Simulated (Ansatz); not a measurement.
**CH₆OSSiSn: small, medium and large basis sets**

One table from this session's results is given with a row withheld; the runs are named, their logs left out.

Computed with Ansatz 0.2.0, Gaussian basis. Level: one geometry, several basis sets.

Plan: PBE0-D4/def2-SVP; ωB97M-V/def2-SVP; PBE0-D4/def2-QZVPP; ωB97M-V/def2-QZVPP; the functionals' def2-TZVPP values are taken from earlier runs.

1 further run of the same task is left out (it didn't finish).

## Structure used throughout

An earlier PBE0-D4 in a triple-zeta def2 set relaxation fixed the geometry. Sn takes the def2 core potential; no spin-orbit term is included.

SMILES `C[S][Sn][O][SiH3]`, 11 atoms, charge 0, spin multiplicity 1.

Atoms are counted from 1 here; the program's logs count them from 0.

Bond lengths: C1–S2 1.814 Å, C1–H6 1.089 Å, C1–H7 1.089 Å, C1–H8 1.089 Å, S2–Sn3 2.414 Å, Sn3–O4 1.993 Å, O4–Si5 1.631 Å, Si5–H9 1.488 Å, Si5–H10 1.493 Å, Si5–H11 1.488 Å. Angles: S2–C1–H6 110.7°, S2–C1–H7 108.5°, S2–C1–H8 108.5°, H6–C1–H7 109.9°, H6–C1–H8 109.9°, H7–C1–H8 109.3°, C1–S2–Sn3 106.2°, S2–Sn3–O4 95.9°, Sn3–O4–Si5 138.3°, O4–Si5–H9 110.3°, O4–Si5–H10 111.3°, O4–Si5–H11 110.3°, H9–Si5–H10 108.1°, H9–Si5–H11 108.6°, H10–Si5–H11 108.2°.

The first run:

in.yaml

```yaml
crystal:
  periodic: [false, false, false]
  atoms:
    - {symbol: C, position_ang: [-1.451449, 1.708006, -0.348825]}
    - {symbol: S, position_ang: [-0.546255, 1.885833, -1.910693]}
    - {symbol: Sn, position_ang: [1.152644, 0.170880, -1.901812]}
    - {symbol: O, position_ang: [0.670715, -0.586623, -0.122647]}
    - {symbol: Si, position_ang: [1.169094, -1.782017, 0.868106]}
    - {symbol: H, position_ang: [-1.044644, 0.888165, 0.241341]}
    - {symbol: H, position_ang: [-1.368487, 2.641102, 0.207413]}
    - {symbol: H, position_ang: [-2.499524, 1.516102, -0.576183]}
    - {symbol: H, position_ang: [0.062673, -2.748229, 1.107214]}
    - {symbol: H, position_ang: [2.319816, -2.530035, 0.279766]}
    - {symbol: H, position_ang: [1.600817, -1.220183, 2.177021]}
basis:
  gaussian: {orbitals: def2-SVP}
hamiltonian: {xc: pbe0, dispersion: d4}
output: {orbitals: {seedname: orbitals}}
```

Launch:

```
ansatz run in.yaml --threads 2 --pin off --events-out ev --progress --plain --max-ram 32768MiB --backend cpu
```

Steps of the session up to this table: PBE0-D4 in def2-SVP; ωB97M-V in def2-SVP; PBE0-D4 in def2-QZVPP; ωB97M-V in def2-QZVPP.

One table of the session follows, with a row left open; its other results are not shown here.

It belongs to the step «Functionals by basis». 

| functional | basis | HOMO (eV) | LUMO (eV) |
| --- | --- | --- | --- |
| PBE0-D4 | def2-SVP | -6.98 | -2.23 |
| PBE0-D4 | def2-TZVPP | -7.04 | -2.31 |
| PBE0-D4 | def2-QZVPP | ? | ? |
| ωB97M-V | def2-SVP | -8.98 | -0.47 |
| ωB97M-V | def2-TZVPP | -9.07 | -0.63 |
| ωB97M-V | def2-QZVPP | -9.09 | -0.68 |

Q: Estimate the row for PBE0-D4, def2-QZVPP from the others.

The run gave: HOMO (eV): -7.06; LUMO (eV): -2.33. In the column «HOMO (eV)» it lies between ωB97M-V, def2-SVP (-8.98) and PBE0-D4, def2-TZVPP (-7.04).
